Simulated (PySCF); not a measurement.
# HgH: basis, grid and Hamiltonian

Which parts of the numerical set-up matter for HgH? Each run edits the base script.

Method: method and basis as typed in the scripts; program: PySCF 2.14.0.

3 further runs of the same task are left out: 1 for a known fault of the program, 2 that didn't finish.

## Step 1: Starting geometry

HgH: 2 atoms, charge 0, spin multiplicity 2.

Bond lengths: Hg1–H2 1.695 Å.

## Step 2: The run that the others are compared with

input.py

```python
from pyscf import gto, scf, mp

mol = gto.M(
    atom='Hg 0 0 0; H 0 0 1.695',
    basis='jorge-dzp-dkh',
    charge=0,
    spin=1,
    verbose=4,
)
mf = scf.UHF(mol)
mf = mf.sfx2c1e()
mf.kernel()
mp.MP2(mf, frozen=23).kernel()
mf.dip_moment()
print('orbital energies (hartree):', [e[max(0, n-3):n+3].round(4) for e, n in zip(mf.mo_energy, mol.nelec)])
```

Command:

```bash
> OMP_NUM_THREADS=1 python input.py
```

The log of this run is left out.

In short: E(SCF) = -19592.719372 Eh, 11 cycles, E(MP2) − E(SCF) = -0.43597 Eh, ⟨S²⟩ = 0.765, μ = 1.18 D (of the SCF density).

The bond length is a typed value, not an optimised one.

## Step 3: Lanl2dz (core potential on, X2C off)

Run 1 changes basis set: jorge-dzp-dkh → lanl2dz; core potential: off → on; spin-free X2C: on → off; frozen orbitals: 23 → none. The core potential changes with it: totals don't compare.

input.py

```python
from pyscf import gto, scf, mp

mol = gto.M(
    atom='Hg 0 0 0; H 0 0 1.695',
    basis='lanl2dz',
    ecp={'Hg': 'lanl2dz'},
    charge=0,
    spin=1,
    verbose=4,
)
mf = scf.UHF(mol)
mf.kernel()
mp.MP2(mf).kernel()
mf.dip_moment()
print('orbital energies (hartree):', [e[max(0, n-3):n+3].round(4) for e, n in zip(mf.mo_energy, mol.nelec)])
```

Command:

```bash
> OMP_NUM_THREADS=1 python input.py
```

## Step 4: Sbkjc (core potential on, X2C off)

Run 2 changes basis set: jorge-dzp-dkh → sbkjc; core potential: off → on; spin-free X2C: on → off; frozen orbitals: 23 → none. The core potential changes with it: totals don't compare.

input.py

```python
from pyscf import gto, scf, mp

mol = gto.M(
    atom='Hg 0 0 0; H 0 0 1.695',
    basis='sbkjc',
    ecp={'Hg': 'sbkjc'},
    charge=0,
    spin=1,
    verbose=4,
)
mf = scf.UHF(mol)
mf.kernel()
mp.MP2(mf).kernel()
mf.dip_moment()
print('orbital energies (hartree):', [e[max(0, n-3):n+3].round(4) for e, n in zip(mf.mo_energy, mol.nelec)])
```

## Step 5: Cartesian functions on

Run 3 changes Cartesian functions: off → on.

input.py, as its differences from that of step 2:

```diff
@@ -7,2 +7,3 @@
     spin=1,
+    cart=True,
     verbose=4,
```

Before running it: what results should come out? Wanted: for each run, E(SCF); from base; gap, α spin; SCF dipole; after the SCF.

The runs gave:

```csv
run,E(SCF) (hartree),from base (eV),cycles,"gap, α spin (eV)",SCF dipole (D),functions,after the SCF
base,-19592.719372,0,11,8.39,1.18,65,"MP2 correlation -11.863 eV, core frozen"
"lanl2dz (core potential on, X2C off)",-41.917582,not comparable,10,8.99,0.40,20,MP2 correlation -2.040 eV
"sbkjc (core potential on, X2C off)",-153.346011,not comparable,13,9.01,0.18,33,MP2 correlation -4.059 eV
Cartesian functions on,-19597.413031,-127.7210,12,8.45,1.13,75,"MP2 correlation -13.552 eV, core frozen"
```

In words: Total energies from different bases, Hamiltonians or methods carry different errors, so properties are taken as differences within one set-up.
